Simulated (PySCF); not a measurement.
# KAl: bond curves at several levels of theory

One table from this session's results is given with a row withheld; the runs are named, their logs left out.

The runs use PySCF 2.14.0; K 3-21G, Al 3-21G, no relativity.

The first run:

Settings of the job:

```yaml
atoms: K, Al
charge: 0
basis: K 3-21G, Al 3-21G
Hamiltonian: no relativity
basis_functions: 30
electrons_treated: 32
masses_in_u: 38.9637, 26.9815
levels: PBE0, PBE, r²SCAN, BHandHLYP, B97-3, revPBE, ωB97X, HF, MP2, SCS-MP2, CCSD, CCSD(T)
grid: 80 radial by 434 angular points
occupations: held fixed by the projection of orbital angular momentum
dissociation_limit: K + Al, each in its ground configuration
starting_distance_in_angstrom: 3.140
values_of_2S_to_try: 0, 2
```

The run is started by

```
> OMP_NUM_THREADS=1 python dia.py task.json out
```

Steps of the session up to this table: Input; PBE0 along the bond; Higher solutions at PBE0; PBE (GGA); r²SCAN (meta-GGA); BHandHLYP (global hybrid GGA); B97-3 (global hybrid GGA); revPBE (GGA); ωB97X; UHF; Adding correlation.

One table of the session follows, with a row left open; its other results are not shown here.

It belongs to the step «Constants by level of theory». 

| level | Re (Å) | ωe (cm⁻¹) | De (eV) |
| --- | --- | --- | --- |
| UHF | 3.657 | 105.2 | 0.188 |
| UHF-MP2 | 3.679 | 106.6 | 0.244 |
| UHF-SCS-MP2 | 3.714 | 96.1 | 0.195 |
| UHF-CCSD | 3.715 | 104.4 | 0.270 |
| UHF-CCSD(T) | 3.708 | 106.3 | 0.280 |
| PBE | 3.495 | 128.7 | 0.67 |
| revPBE | 3.542 | 125.7 | 0.63 |
| r²SCAN | ? | ? | ? |
| PBE0 | 3.485 | 132.2 | 0.62 |
| B97-3 | 3.486 | 134.5 | 0.58 |
| BHandHLYP | 3.525 | 121.6 | 0.390 |
| ωB97X | 3.405 | 153.1 | 0.56 |

Q: Estimate the row for r²SCAN from the others.

The run gave: Re (Å): 3.505; ωe (cm⁻¹): 135.2; De (eV): 0.75. In the column «Re (Å)» it lies between PBE (3.495) and BHandHLYP (3.525).

De is counted to K + Al in their ground configurations.
